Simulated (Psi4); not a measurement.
# triplet InNH3Cl: levels of theory compared

We compute a comparison of 4 runs (U-r2SCAN/def2-SVPD, UBHLYP/def2-SVPD, UM06-L/def2-SVPD, UPBE0/def2-SVPD) of triplet InNH3Cl. 

The results are computed with Psi4 1.11.

1 further run of the same task is left out (set aside as unsound or not needed).

## (1) The structure to begin with

InNH3Cl has 6 atoms, charge 0, and is taken as a triplet. SMILES of the parent species: `[NH2][InH][Cl]`. The coordinates come from a PBE0-D4/def2-TZVP relaxation. That shape belongs to the parent species and isn't relaxed for this state.

Bond lengths: N1–In2 1.995 Å, In2–Cl3 2.339 Å, N1–H4 1.007 Å, N1–H5 1.008 Å, In2–H6 1.693 Å. Angles: N1–In2–Cl3 109.2°, N1–In2–H6 131.5°, Cl3–In2–H6 119.1°, In2–N1–H4 121.6°, In2–N1–H5 118.5°, H4–N1–H5 111.0°.

## (2) Energy and gradient at U-r2SCAN/def2-SVPD (core potential) (run 1)

clh3inn.xyz

```xyz
6
ClH3InN
N     -1.020800     0.188100    -0.504100
In     0.792100     0.148600     0.327900
Cl     0.990800    -1.771000     1.649200
H     -1.219400     0.761400    -1.308200
H     -1.558200    -0.664500    -0.526800
H      2.057500     1.273400     0.315800
```

clh3inn_ase.py

```python
import numpy as np
from ase.calculators.psi4 import Psi4
from ase.io import read

mol = read('clh3inn.xyz')
calc = Psi4(atoms=mol, method='r2scan', basis='def2-SVPD', memory='2200MB', num_threads=1, charge=0, multiplicity=3, label='calc', reference='uks')
calc.psi4.set_options({'puream': True, 'e_convergence': 1e-09, 'd_convergence': 1e-08, 'scf_type': 'pk', 'dft_radial_points': 99, 'dft_spherical_points': 590, 'maxiter': 100})
mol.calc = calc

forces = mol.get_forces()
print(f'energy: {mol.get_potential_energy():.6f} eV')
print('forces / eV A^-1')
print(np.round(forces, 5))
```

Run with:

```
$ python clh3inn_ase.py
```

calc.dat:

```text
[...]
    !!!  WARNING: ECP capability is in beta. Please check occupations closely.  !!!
[...]
  Running in c1 symmetry.
[...]
  Nuclear repulsion =  168.696243349093265
[...]
  Multiplicity = 3
[...]
  Nalpha       = 25
  Nbeta        = 23
[...]
    Number of basis functions: 103
[...]
   @UKS iter   1:  -705.89782651239136   -2.05643e-01   1.05968e-02 ADIIS/DIIS
[...]
   @UKS iter  21:  -706.60252743012245   -7.27596e-12   8.07315e-09 DIIS
[...]
   @S^2 Observed:                2.007364800E+00
[...]
  @UKS Final Energy:  -706.60252743012245
   => Energetics <=
    Nuclear Repulsion Energy =            168.6962433490932654
    One-Electron Energy =               -1381.9783770074709537
    Two-Electron Energy =                 559.6638862651262798
    DFT Exchange-Correlation Energy =     -52.9842800368710343
    Empirical Dispersion Energy =           0.0000000000000000
    VV10 Nonlocal Energy =                  0.0000000000000000
    Total Energy =                       -706.6025274301224499
[...]
  -Total Gradient:
     Atom            X                  Y                   Z
    ------   -----------------  -----------------  -----------------
       1        0.062539567798    -0.009046535981     0.006610173670
       2       -0.086593372099     0.009881508316     0.015170370133
       3        0.005414691147     0.015291313295    -0.022565522766
       4        0.006983353891    -0.010254972632     0.013980031047
       5        0.012252794941     0.012815870153     0.001739086437
       6       -0.000711985138    -0.019133558691    -0.014512856218
[...]
```

The script printed:

```text
energy: -19227.634140 eV
forces / eV A^-1
[[-3.21591  0.46519 -0.33991]
 [ 4.45281 -0.50813 -0.78009]
 [-0.27843 -0.78631  1.16037]
 [-0.3591   0.52733 -0.71888]
 [-0.63006 -0.65902 -0.08943]
 [ 0.03661  0.98389  0.74628]]
```

It took 2.1 min on 1 thread of Intel Xeon Platinum 8259CL at 2.50GHz (Skylake/Cascade Lake), shared host; peak memory 1.2 GiB.

## (3) A single-point energy at UBHLYP/def2-SVPD (core potential) (run 2)

clh3inn.dat

```
memory 2.2 GB

molecule {
  0 3
  N     -1.020800     0.188100    -0.504100
  In     0.792100     0.148600     0.327900
  Cl     0.990800    -1.771000     1.649200
  H     -1.219400     0.761400    -1.308200
  H     -1.558200    -0.664500    -0.526800
  H      2.057500     1.273400     0.315800
  symmetry c1
}

set {
  reference            uks
  puream               true
  e_convergence        1e-09
  d_convergence        1e-08
  scf_type             pk
  dft_radial_points    99
  dft_spherical_points 590
  maxiter              100
}

e, wfn = energy('bhhlyp/def2-SVPD', return_wfn=True)
oeprop(wfn, 'MULLIKEN_CHARGES', 'QUADRUPOLE', 'LOWDIN_CHARGES')
```

Run with:

```
$ psi4 clh3inn.dat clh3inn.out -n 1
```

clh3inn.out:

```text
[...]
  Running in c1 symmetry.
[...]
  Nuclear repulsion =  168.696243349093265
[...]
  Multiplicity = 3
[...]
  Nalpha       = 25
  Nbeta        = 23
[...]
    Number of basis functions: 103
[...]
   @UKS iter   1:  -706.01647818029915   -6.51670e-01   8.52094e-03 DIIS/ADIIS
[...]
   @UKS iter  28:  -706.47589524483055   -1.68257e-11   9.27895e-09 DIIS
[...]
   @S^2 Observed:                2.006598263E+00
[...]
  @UKS Final Energy:  -706.47589524483055
   => Energetics <=
    Nuclear Repulsion Energy =            168.6962433490932654
    One-Electron Energy =               -1382.0737031986668626
    Two-Electron Energy =                 534.2857103915289372
    DFT Exchange-Correlation Energy =     -27.3841457867859361
    Empirical Dispersion Energy =           0.0000000000000000
    VV10 Nonlocal Energy =                  0.0000000000000000
    Total Energy =                       -706.4758952448305536
[...]
 Multipole Moments:
 ------------------------------------------------------------------------------------
     Multipole            Electronic (a.u.)      Nuclear  (a.u.)        Total (a.u.)
 ------------------------------------------------------------------------------------
 L = 1.  Multiply by 2.5417464519 to convert [e a0] to [Debye]
 Dipole X            :          9.5631070          -11.7325688           -2.1694618
 Dipole Y            :         24.9698752          -23.7233162            1.2465590
 Dipole Z            :        -10.0384176            9.3032015           -0.7352161
 Magnitude           :                                                    2.6078759
 L = 2.  Multiply by 1.3450342976 to convert [e a0^2] to [Debye ang]
 Quadrupole XX       :       -144.0577720          115.8592349          -28.1985371
 Quadrupole XY       :         39.0114004          -40.6592115           -1.6478111
[...]
```

Run time: 62 s. Hardware: 1 thread of Intel Xeon Platinum 8259CL at 2.50GHz (Skylake/Cascade Lake), shared host; peak memory 0.86 GiB.

## (4) A single-point energy at UM06-L/def2-SVPD (core potential) (run 3)

clh3inn.py

```python
import psi4

psi4.set_memory(2200000000)
psi4.set_num_threads(1)
psi4.set_output_file('psi4.out', False)

mol = psi4.geometry("""
0 3
N     -1.92903243     0.35545748    -0.95261094
In     1.49685206     0.28081330     0.61964120
Cl     1.87234064    -3.34670497     3.11653632
H     -2.30433204     1.43883747    -2.47213972
H     -2.94457125    -1.25572301    -0.99550772
H      3.88811150     2.40637725     0.59677551
units bohr
symmetry c1
no_reorient
no_com
""")

options = {'basis': 'def2-SVPD', 'reference': 'uks', 'puream': True, 'e_convergence': 1e-09, 'd_convergence': 1e-08, 'scf_type': 'pk', 'dft_radial_points': 99, 'dft_spherical_points': 590, 'maxiter': 100}
psi4.set_options(options)

e_tot, wfn = psi4.energy("m06-l", return_wfn=True)
print('E =', round(e_tot, 9))
```

Run with:

```
$ python clh3inn.py
```

psi4.out:

```text
[...]
    !!!  WARNING: ECP capability is in beta. Please check occupations closely.  !!!
[...]
  Running in c1 symmetry.
[...]
  Nuclear repulsion =  168.696243483527411
[...]
  Multiplicity = 3
[...]
  Nalpha       = 25
  Nbeta        = 23
[...]
    Number of basis functions: 103
[...]
   @UKS iter   1:  -706.04189166293168   -2.00760e-01   1.04244e-02 ADIIS/DIIS
[...]
   @UKS iter  21:  -706.71964245970810   -3.75167e-12   9.36671e-09 DIIS
[...]
   @S^2 Observed:                2.006806479E+00
[...]
  @UKS Final Energy:  -706.71964245970810
   => Energetics <=
    Nuclear Repulsion Energy =            168.6962434835274109
    One-Electron Energy =               -1382.3321070120155127
    Two-Electron Energy =                 560.0740351112935969
    DFT Exchange-Correlation Energy =     -53.1578140425136425
    Empirical Dispersion Energy =           0.0000000000000000
    VV10 Nonlocal Energy =                  0.0000000000000000
    Total Energy =                       -706.7196424597080977
[...]
 Multipole Moments:
 ------------------------------------------------------------------------------------
     Multipole            Electronic (a.u.)      Nuclear  (a.u.)        Total (a.u.)
 ------------------------------------------------------------------------------------
 L = 1.  Multiply by 2.5417464519 to convert [e a0] to [Debye]
 Dipole X            :        -50.3015820           48.3996653           -1.9019166
 Dipole Y            :         46.9143015          -45.9192111            0.9950903
 Dipole Z            :        -56.9263709           56.4544341           -0.4719367
 Magnitude           :                                                    2.1977752
[...]
```

The script printed:

```text
E = -706.71964246
```

It took 99 s on 1 thread of Intel Xeon Platinum 8259CL at 2.50GHz (Skylake/Cascade Lake), shared host; peak memory 1.1 GiB.

## (5) Energy and forces at UPBE0/def2-SVPD (core potential) (run 4)

clh3inn.py

```python
import psi4

psi4.set_memory(2200000000)
psi4.set_num_threads(1)
psi4.set_output_file('run.log', False)

m = psi4.geometry("""
0 3
N     -1.020800     0.188100    -0.504100
In     0.792100     0.148600     0.327900
Cl     0.990800    -1.771000     1.649200
H     -1.219400     0.761400    -1.308200
H     -1.558200    -0.664500    -0.526800
H      2.057500     1.273400     0.315800
symmetry c1
no_reorient
no_com
""")

options = {'basis': 'def2-SVPD', 'reference': 'uks', 'puream': True, 'e_convergence': 1e-09, 'd_convergence': 1e-08, 'scf_type': 'pk', 'dft_radial_points': 99, 'dft_spherical_points': 590, 'maxiter': 100}
psi4.set_options(options)

result = psi4.gradient('pbe0')
print('gradient / Eh bohr^-1')
print(result.np.round(6))
```

Run with:

```
$ python clh3inn.py
```

run.log:

```text
[...]
    !!!  WARNING: ECP capability is in beta. Please check occupations closely.  !!!
[...]
  Running in c1 symmetry.
[...]
  Nuclear repulsion =  168.696243349093237
[...]
  Multiplicity = 3
[...]
  Nalpha       = 25
  Nbeta        = 23
[...]
    Number of basis functions: 103
[...]
   @UKS iter   1:  -705.79123446560050   -4.11092e-01   9.65320e-03 ADIIS/DIIS
[...]
   @UKS iter  23:  -706.37140091577521   -9.89075e-12   2.19978e-09 DIIS
[...]
   @S^2 Observed:                2.005541203E+00
[...]
  @UKS Final Energy:  -706.37140091577521
   => Energetics <=
    Nuclear Repulsion Energy =            168.6962433490932369
    One-Electron Energy =               -1381.9327376869634918
    Two-Electron Energy =                 546.8768878165486740
    DFT Exchange-Correlation Energy =     -40.0117943944536947
    Empirical Dispersion Energy =           0.0000000000000000
    VV10 Nonlocal Energy =                  0.0000000000000000
    Total Energy =                       -706.3714009157752116
[...]
  -Total Gradient:
     Atom            X                  Y                   Z
    ------   -----------------  -----------------  -----------------
       1        0.064073515447    -0.006505699476     0.011570002494
       2       -0.091356969233     0.010872251317     0.006520278073
       3        0.005567388656     0.012537545047    -0.019115583602
       4        0.008043896804    -0.012035661385     0.014404044686
       5        0.014306976182     0.013257983884     0.000201419477
       6       -0.000648505149    -0.018118712869    -0.013562054736
[...]
```

The script printed:

```text
gradient / Eh bohr^-1
[[ 0.064074 -0.006506  0.01157 ]
 [-0.091357  0.010872  0.00652 ]
 [ 0.005567  0.012538 -0.019116]
 [ 0.008044 -0.012036  0.014404]
 [ 0.014307  0.013258  0.000201]
 [-0.000649 -0.018119 -0.013562]]
```

It took 68 s on 1 thread of Intel Xeon Platinum 8259CL at 2.50GHz (Skylake/Cascade Lake), shared host; peak memory 0.86 GiB.

## (6) All runs side by side

| run | level | task | energy (Eh) | dipole moment (D) | HOMO energy (eV) | ⟨S²⟩ | wall time |
| --- | --- | --- | --- | --- | --- | --- | --- |
| 1 | U-r2SCAN/def2-SVPD (core potential) | gradient | -706.602527 | 5.59 | -2.57 | 2.007 | 2.1 min |
| 2 | UBHLYP/def2-SVPD (core potential) | energy | -706.475895 | 6.63 | -3.82 | 2.007 | 62 s |
| 3 | UM06-L/def2-SVPD (core potential) | energy | -706.719642 | 5.59 | -2.07 | 2.007 | 99 s |
| 4 | UPBE0/def2-SVPD (core potential) | gradient | -706.371401 | 6.01 | -3.23 | 2.006 | 68 s |

## (7) Summary of results

| quantity | value |
| --- | --- |
| run 4: total energy | -706.37140 Eh |
| run 4: dipole moment | 6.01 D |
| run 4: HOMO energy (highest over α and β) | -3.23 eV |
| run 4: ⟨S²⟩ | 2.006 |
| run 4: largest force on an atom | 4.743 eV/Å |

What this shows: The dipole moment (its size) runs from 5.59 D (U-r2SCAN/def2-SVPD) to 6.63 D (UBHLYP/def2-SVPD). Totals of different functionals can't be ranked against each other. All runs together took 5.9 min, the longest 2.1 min.
